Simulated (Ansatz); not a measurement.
**BF₂H₄NSi: how energies converge with the basis set**

How large a basis does BF₂H₄NSi need? Two functionals are run in growing sets.

The runs use Ansatz 0.2.0, Gaussian basis; one geometry, several basis sets.

Levels to be run: PBE0-D4/def2-SVP; ωB97M-V/def2-SVP; PBE0-D4/def2-QZVPP; ωB97M-V/def2-QZVPP; the functionals' def2-TZVPP values are taken from earlier runs.

## 1. The relaxed structure

An earlier PBE0-D4 in a triple-zeta def2 set relaxation fixed the geometry.

9 atoms, charge 0, spin multiplicity 1.

Atoms are counted from 1 here; the program's logs count them from 0.

Bond lengths: F1–B2 1.328 Å, B2–F3 1.330 Å, B2–N4 1.402 Å, N4–Si5 1.745 Å, N4–H6 1.008 Å, Si5–H7 1.484 Å, Si5–H8 1.483 Å, Si5–H9 1.484 Å. Angles: F1–B2–F3 117.4°, F1–B2–N4 122.2°, F3–B2–N4 120.4°, B2–N4–Si5 126.6°, B2–N4–H6 116.0°, Si5–N4–H6 117.4°, N4–Si5–H7 106.3°, N4–Si5–H8 110.8°, N4–Si5–H9 111.1°, H7–Si5–H8 109.9°, H7–Si5–H9 109.7°, H8–Si5–H9 108.9°.

## 2. PBE0-D4 in def2-SVP

in.yaml

```yaml
crystal:
  periodic: [false, false, false]
  atoms:
    - {symbol: F, position_ang: [2.665002, -0.718089, 0.142930]}
    - {symbol: B, position_ang: [1.339313, -0.778213, 0.102778]}
    - {symbol: F, position_ang: [0.778106, -1.981870, 0.176433]}
    - {symbol: N, position_ang: [0.543318, 0.370115, -0.012653]}
    - {symbol: Si, position_ang: [-1.200119, 0.425625, -0.075891]}
    - {symbol: H, position_ang: [1.037082, 1.247948, -0.061247]}
    - {symbol: H, position_ang: [-1.565226, 1.853297, -0.249459]}
    - {symbol: H, position_ang: [-1.711949, -0.369630, -1.218423]}
    - {symbol: H, position_ang: [-1.797029, -0.095482, 1.178433]}
basis:
  gaussian: {orbitals: def2-SVP}
hamiltonian: {xc: pbe0, dispersion: d4}
output: {orbitals: {seedname: orbitals}}
```

Command:

```
$ ansatz run in.yaml --threads 2 --pin off --events-out ev --progress --plain --max-ram 4352MiB
```

Further steps of the session: ωB97M-V in def2-SVP; PBE0-D4 in def2-QZVPP; ωB97M-V in def2-QZVPP.

**Question.** What will the summary of the whole plan be? Wanted: PBE0-D4: double and triple zeta above quadruple; ωB97M-V: double and triple zeta above quadruple.

The runs gave:

| quantity | value |
| --- | --- |
| PBE0-D4: double and triple zeta above quadruple | 12.69, 0.69 eV |
| ωB97M-V: double and triple zeta above quadruple | 12.85, 0.64 eV |

In words: For PBE0-D4 the step from double to triple zeta gains 12.00 eV and the next only 0.69 eV. Total energies overstate the basis error of differences, where much of it tends to cancel. The LUMO of ωB97M-V is positive and keeps falling with the basis (2.47 to 1.20 eV): an unbound level that the basis holds in place.
